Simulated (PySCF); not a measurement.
# SiSBr₂: structure of the singlet

Aim: relax SiSBr₂ as a singlet from a hand-made trigonal planar geometry, check by its vibrations whether the end is a minimum, and collect its spectrum and constants.

Program: PySCF 2.14.0. Level of theory: PBE, basis Si def2-SVP, S def2-SVP, Br def2-SVP, no relativity, density fitting. These are calculated values, not measurements.

### Step 1. The starting structure

4 atoms, charge 0, spin multiplicity 1.

Bond lengths: Si1–S2 2.010 Å, Si1–Br3 2.300 Å, Si1–Br4 2.300 Å. Angles: S2–Si1–Br3 120.0°, S2–Si1–Br4 120.0°, Br3–Si1–Br4 120.0°.

```xyz
4
charge 0 multiplicity 1
Si   -0.2692   -0.4662    0.0000
S    -1.2742   -2.2069    0.0000
Br    2.0308   -0.4663    0.0000
Br   -1.4192    1.5257    0.0000
```

### Step 2. Relaxing the singlet from the trigonal planar start

One driver script runs all steps and calls PySCF; scf.py shows how it sets up the SCF of each step. The optimiser is the driver's own. Before each start the driver seeks the lowest SCF state from one or more starting densities and follows internal instabilities, so scf.py alone need not reach the same state.

The program finds C2v symmetry in the start, which this walk keeps.

scf.py reads:

```python
from pyscf import gto, scf, dft
mol = gto.M(atom='''
Si    -0.269198    -0.466246    -0.000000
S     -1.274224    -2.206931    -0.000000
Br     2.030820    -0.466276     0.000000
Br    -1.419163     1.525653     0.000000''',
    basis={'Si': 'def2-SVP', 'S': 'def2-SVP', 'Br': 'def2-SVP'},
    charge=0, spin=0)
mf = dft.RKS(mol, xc='PBE')
mf.grids.atom_grid = (50, 194)
aux = {'Si': 'def2-universal-JKFIT', 'S': 'def2-universal-JKFIT', 'Br': 'def2-universal-JKFIT'}
mf = mf.density_fit(auxbasis=aux)
mf.kernel()
```

Further steps of the session: Frequencies.

Before running it: what results should come out? Wanted: minimum; geometry; wavenumbers; dipole moment; highest occupied, lowest empty level; polar-tensor charge of Si1; zero-point energy; atomisation energy.

**Answer**, as computed:

| quantity | value |
| --- | --- |
| minimum | singlet, C2v |
| geometry | Si–Br 2.216 Å (×2), Si–S 1.957 Å; Br–Si–Br 107.4°, Br–Si–S 126.3° (×2) |
| wavenumbers (cm⁻¹) | 121 (a1), 142 (b2), 199 (b1), 304 (a1), 478 (b2), 760 (a1) |
| dipole moment | 1.78 D |
| highest occupied, lowest empty level | -6.35, -3.07 eV |
| polar-tensor charge of Si1 | +1.26 e |
| zero-point energy | 12.0 kJ/mol |
| entropy at 298.15 K | 339.5 J/(mol K) |
| atomisation energy (no zero-point energy) | 1151 kJ/mol |

**Reading.** The trigonal planar start keeps its C2v symmetry and ends in a minimum. In the infrared the band at 478 cm⁻¹ (b2) leads. Only this shape and spin were tried, so other structures or states may lie lower.
